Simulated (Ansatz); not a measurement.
# Au: pressure against volume

The task here is to estimate one member of a computed series from the others.

Program: Ansatz 0.2.0. Level of theory: DFT PBEsol, scalar-relativistic. These are calculated values, not measurements.

**Starting point**

The structure is hexagonal, space group P6_3/mmc (No. 194). Conventional cell: a = 2.900 Å, b = 2.900 Å, c = 4.880 Å, α = 90.00°, β = 90.00°, γ = 120.00°. Au (site symmetry -6m2) is surrounded by 12 Au at 2.90 to 2.96 Å.

Structure file:

```
CELL_PARAMETERS angstrom
2.90000 0.00000 0.00000
-1.45000 2.51147 0.00000
0.00000 0.00000 4.88000
ATOMIC_POSITIONS crystal
Au 0.33333 0.66667 0.75000
Au 0.66667 0.33333 0.25000
```

Atoms are numbered in the order of the input: Au1, Au2.

Set-up of the first run:

Contents of input.yaml:

```yaml
crystal:
  lattice:
    - [2.8608044381, 0.0, 0.0]
    - [-1.430402219, 2.4775293187, 0.0]
    - [0.0, 0.0, 4.8140459691]
  atoms:
    - { symbol: Au, position: [0.3333333333, 0.6666666667, 0.75] }
    - { symbol: Au, position: [0.6666666667, 0.3333333333, 0.25] }
kpoints:
  mp_grid: { grid: [14, 14, 8] }
  band_path:
    path:
      - [0.0, 0.0, 0.0]
      - [0.5, 0.0, 0.0]
      - [0.3333333333, 0.3333333333, 0.0]
      - [0.0, 0.0, 0.0]
      - [0.0, 0.0, 0.5]
      - [0.5, 0.0, 0.5]
      - [0.3333333333, 0.3333333333, 0.5]
      - [0.0, 0.0, 0.5]
      - [0.5, 0.0, 0.5]
    npoints: 5
scf:
  occupations: { method: fermi_dirac, width: 0.03 }
hamiltonian:
  xc: pbesol
  pseudopotentials: { kind: all_electron, lapw: { basis_error: 0.0005 } }
output:
  forces: true
  stress: true
  eigenvalues: true
```

On the command line:

```bash
> ansatz run input.yaml --threads 1 --pin off --max-ram 3072MiB --backend cpu --events-out ev --progress --plain --runs-dir out
```

Among the steps run: Volume × 0.96, LAPW; Volume × 0.96, PAW; Volume × 0.96, crystal datasets; Volume × 0.99, LAPW; Volume × 0.99, PAW; Volume × 0.99, crystal datasets; Volume × 1.02, LAPW; Volume × 1.02, PAW; Volume × 1.02, crystal datasets; Volume × 1.06, LAPW; Volume × 1.06, PAW; Volume × 1.06, crystal datasets.

One of the session's tables, all rows but one given; the rest of the session is left out.

It belongs to the step «Fits». 

```
          method  volume (Å³/atom)  pressure (GPa)
            LAPW            17.060           -0.30
            LAPW            17.593           -5.05
            LAPW            18.127           -8.82
            LAPW            18.837          -12.81
             PAW            17.060           -0.28
             PAW            17.593           -5.03
             PAW            18.127           -8.80
             PAW            18.837               ?
crystal datasets            17.060           -0.30
crystal datasets            17.593           -5.05
crystal datasets            18.127           -8.82
crystal datasets            18.837          -12.80
```

Q: Estimate the row for PAW, 18.837 from the others.

The run gave: pressure (GPa): -12.79. In the column «pressure (GPa)» it lies between crystal datasets, 18.837 (-12.80) and LAPW, 18.127 (-8.82).

To keep in mind: Warnings in the runs' records: gradients without spin orbit, crystal datasets made.
